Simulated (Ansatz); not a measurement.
# MoS (zincblende): a single-point run

The task is a single-point run on MoS (zincblende). The structure is shown as the input types it.

Program: Ansatz 0.2.0. Level of theory: DFT r2SCAN, scalar-relativistic, plane waves, PAW. These are calculated values, not measurements.

2 further runs of the same task are left out: 2 that didn't finish. Runs told in other sessions of the task aren't counted.

**1. The structure to begin with**

The structure is cubic, space group F-43m (No. 216). Conventional cell: a = 5.355 Å, b = 5.355 Å, c = 5.355 Å, α = 90.00°, β = 90.00°, γ = 90.00°. Around Mo (site symmetry -43m) lie 4 S at 2.32 Å. Around S (site symmetry -43m) lie 4 Mo at 2.32 Å.

Coordinates:

```xyz
2
Lattice="0.0000 2.6777 2.6777 2.6777 0.0000 2.6777 2.6777 2.6777 0.0000" Properties=species:S:1:pos:R:3 pbc="T T T"
Mo    0.0000    0.0000    0.0000
S     1.3388    1.3388    1.3388
```

**2. The calculation**

Contents of input.yaml:

```yaml
crystal:
  lattice:
    - [0.0, 2.6776536121, 2.6776536121]
    - [2.6776536121, 0.0, 2.6776536121]
    - [2.6776536121, 2.6776536121, 0.0]
  atoms:
    - { symbol: Mo, position: [0.0, 0.0, 0.0], spin: 3.0 }
    - { symbol: S, position: [0.25, 0.25, 0.25] }
basis:
  ecutwfc: "80 eV"
  ecutrho_ratio: 4
kpoints:
  mp_grid: { grid: [12, 12, 12] }
hamiltonian:
  xc: r2scan
scf:
  occupations: { method: gaussian, width: 0.05 }
  max_iter: 50
output:
  forces: true
  stress: true
magnetization:
  spin_polarized: true
```

Launch:

```console
ansatz run input.yaml --threads 2 --pin off --max-ram 2662MiB --backend cpu --events-out ev --progress --plain --runs-dir out
```

**Question.** How will this run end, and is anything wrong with its input?

The program finished normally, with warnings (cutoff below recommended, seeded moment not kept, stability check not made). It gives a pressure of -25 GPa, which is large.

Look at the input: basis.ecutwfc is 80 eV. The cutoff lies far under what these potentials need. The potentials' recommended cutoff is 500 eV.

To check: set basis.ecutwfc to 500.
